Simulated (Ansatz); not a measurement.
# CH4Br (doublet): wave-function methods side by side at distance C1–H5 along a hydrogen transfer = 1.838 Å, cc-pVDZ

How much of the correlation energy of CH4Br (doublet) does each wave-function method recover here?

Program: Ansatz 0.2.0, Gaussian basis. Level of theory: cc-pVDZ, core rule «outside noble gas», up to 15 orbitals frozen. These are calculated values, not measurements.

The runs, in order: UHF; CCSD(T) on ROHF; CCSD(T) on UHF; BCCD(T) on ROHF; CISD; CCSDT(Q) on ROHF; CCSDT(Q) on UHF; CASSCF and MRCISD+Q, 3 electrons in 3 orbitals; CASSCF and NEVPT2, 3 electrons in 3 orbitals; CASSCF and MRCISD+Q, 15 electrons in 12 orbitals; CASSCF and NEVPT2, 15 electrons in 12 orbitals.

### 1 What is computed

The geometry derives from fragments relaxed apart (PBE0/def2-TZVP) and kept rigid, so it is no stationary point. A hydrogen atom is moved between rigid fragments. No spin-orbit coupling is included. The filled d shell of Br may be among the frozen orbitals whatever the setting's name suggests; the logs give the count.

6 atoms, charge 0, spin multiplicity 2.

Atoms are counted from 1 here; the program's logs count them from 0.

Bond lengths: C1–H2 1.090 Å, C1–H3 1.090 Å, C1–H4 1.090 Å, H5–Br6 1.530 Å. Angles: H2–C1–H3 109.5°, H2–C1–H4 109.5°, H3–C1–H4 109.5°.

As a file:

```
C    -2.8127    0.0000    0.0000
H    -3.1759    1.0273    0.0000
H    -3.1759   -0.5137    0.8897
H    -3.1759   -0.5137   -0.8897
H    -0.9747    0.0000    0.0000
Br    0.5553    0.0000    0.0000
```

### 2 UHF

in.yaml reads:

```yaml
crystal:
  periodic: [false, false, false]
  atoms:
    - {symbol: C, position_ang: [-2.812725, 0.000000, 0.000000]}
    - {symbol: H, position_ang: [-3.175931, 1.027301, 0.000000]}
    - {symbol: H, position_ang: [-3.175931, -0.513650, 0.889668]}
    - {symbol: H, position_ang: [-3.175931, -0.513650, -0.889669]}
    - {symbol: H, position_ang: [-0.974725, 0.000000, 0.000000]}
    - {symbol: Br, position_ang: [0.555275, 0.000000, 0.000000]}
basis:
  gaussian: {orbitals: cc-pVDZ}
magnetization: {spin_polarized: true, initial_magnetization: 1}
hamiltonian: {xc: hf}
output: {orbitals: {seedname: orbitals}}
```

Run with:

```bash
ansatz run in.yaml --threads 1 --pin off --events-out ev --progress --plain --max-ram 4096MiB --backend cpu
```

The runs that follow: CCSD(T) on ROHF; CCSD(T) on UHF; BCCD(T) on ROHF; CISD; CCSDT(Q) on ROHF; CCSDT(Q) on UHF; CASSCF and MRCISD+Q, 3 electrons in 3 orbitals; CASSCF and NEVPT2, 3 electrons in 3 orbitals; CASSCF and MRCISD+Q, 15 electrons in 12 orbitals; CASSCF and NEVPT2, 15 electrons in 12 orbitals.

Before running them: what should the planned runs give, taken together? Wanted: UCCSDT(Q) below the RHF energy; RMP2 from UCCSDT(Q); UMP2 from UCCSDT(Q); RCCSD from UCCSDT(Q); RCCSD(T) from UCCSDT(Q); UCCSD(T) from UCCSDT(Q); RCCSDT(Q) from UCCSDT(Q); NEVPT2 pair from UCCSDT(Q); MRCISD+Q pair from UCCSDT(Q).

The runs gave:

| quantity | value |
| --- | --- |
| UCCSDT(Q) below the RHF energy | -8.3729 eV |
| RMP2 from UCCSDT(Q) | +115.8 kJ/mol |
| UMP2 from UCCSDT(Q) | +116.0 kJ/mol |
| RCCSD from UCCSDT(Q) | +18.1 kJ/mol |
| RCCSD(T) from UCCSDT(Q) | +3.1 kJ/mol |
| UCCSD(T) from UCCSDT(Q) | +3.0 kJ/mol |
| RCCSDT(Q) from UCCSDT(Q) | 0.0 kJ/mol |
| NEVPT2 pair from UCCSDT(Q) | +110.2 kJ/mol |
| MRCISD+Q pair from UCCSDT(Q) | +6.9 kJ/mol |
| NEVPT2 valence from UCCSDT(Q) | +133.7 kJ/mol |
| levels within 1 kcal/mol (43 meV) | RCCSD(T), UCCSD(T), BCCD(T), RCCSDT, UCCSDT, RCCSDT(Q), MRCISD+Q valence |
| T1 diagnostic | 0.016 |
| effectively unpaired electrons | 1.02 |

What this shows: RCCSD(T) misses by +3.1 kJ/mol, 0.4 % of the correlation energy. One determinant dominates. Of the multireference levels listed MRCISD+Q valence comes nearest in total energy (+2.4 kJ/mol), which doesn't show that its space is the better one. These misses are within one basis, not against nature; the frozen cores of restricted and unrestricted runs differ, which can shift their rows.
